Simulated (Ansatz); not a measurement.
# C2H5B: the cost of one run

Method: PBE0-D4/def2-TZVP structures, single points in def2-TZVPP, no counterpoise correction; program: Ansatz 0.2.0, Gaussian basis.

Levels: SPW92, PBE-D4, BLYP-D4, r2SCAN-D4, B97M-V, PBE0-D4, B3LYP-D4, r2SCAN0-D4, BHLYP-D4, CAM-B3LYP-D4, wB97X-V, wB97M-V, B2PLYP, PBE-QIDH, RPA on PBE, Hartree-Fock, MP2, CCSD, CCSD(T).

Correlated methods freeze the cores. B3LYP uses VWN-RPA correlation. B2PLYP carries no dispersion term here.

56 further runs of the same task are left out: 56 set aside as unsound or not needed.

### 1 Starting geometry

The complex: 10 atoms, charge 0, spin multiplicity 1.

Atoms are counted from 1 here; the program's logs count them from 0.

Bond lengths: B1–C3 1.386 Å, B1–C5 1.517 Å, F2–H4 0.948 Å, C3–H6 1.086 Å, C3–H7 1.086 Å, C5–H8 1.094 Å, C5–H9 1.091 Å, C5–H10 1.097 Å. Angles: C3–B1–C5 176.2°, B1–C3–H6 122.2°, B1–C3–H7 122.3°, H6–C3–H7 115.1°, B1–C5–H8 110.3°, B1–C5–H9 114.0°, B1–C5–H10 108.0°, H8–C5–H9 109.6°, H8–C5–H10 106.1°, H9–C5–H10 108.5°.

As a file:

```xyz
10
charge 0, multiplicity 1
B    -0.4852    0.0744    0.2013
F     1.8953   -0.1625   -1.7337
C    -0.8850    0.4585   -1.0685
H     1.0004    0.0324   -1.4891
C     0.0473   -0.3455    1.5580
H    -1.3513   -0.2345   -1.7628
H    -0.8757    1.4957   -1.3905
H     0.6113   -1.2795    1.4717
H    -0.7230   -0.4526    2.3233
H     0.7659    0.4137    1.8902
```

Its parts: C₂H₅B holds atoms 1, 3, 5, 6, 7, 8, 9, 10; HF holds atoms 2, 4. Each part counts its atoms afresh in its own runs.

### 2 Relaxing C₂H₅B alone

The input, relax-a/in.yaml:

```yaml
crystal:
  periodic: [false, false, false]
  atoms:
    - {symbol: B, position_ang: [-0.485231, 0.074377, 0.201280]}
    - {symbol: C, position_ang: [-0.885023, 0.458515, -1.068496]}
    - {symbol: C, position_ang: [0.047312, -0.345524, 1.558031]}
    - {symbol: H, position_ang: [-1.351289, -0.234490, -1.762764]}
    - {symbol: H, position_ang: [-0.875740, 1.495725, -1.390499]}
    - {symbol: H, position_ang: [0.611283, -1.279524, 1.471735]}
    - {symbol: H, position_ang: [-0.722995, -0.452634, 2.323263]}
    - {symbol: H, position_ang: [0.765854, 0.413687, 1.890244]}
basis:
  gaussian: {orbitals: def2-TZVP}
hamiltonian: {xc: pbe0, dispersion: d4}
relax: {f_tol: 0.005, max_steps: 200}
```

Started as:

```console
> ansatz run in.yaml --threads 4 --pin off --events-out ev --progress --plain --max-ram 9574MiB
```

**Question.** How long does this run take on 4 threads of Intel Xeon Platinum 8375C at 2.90GHz, shared host?

About 15 s.
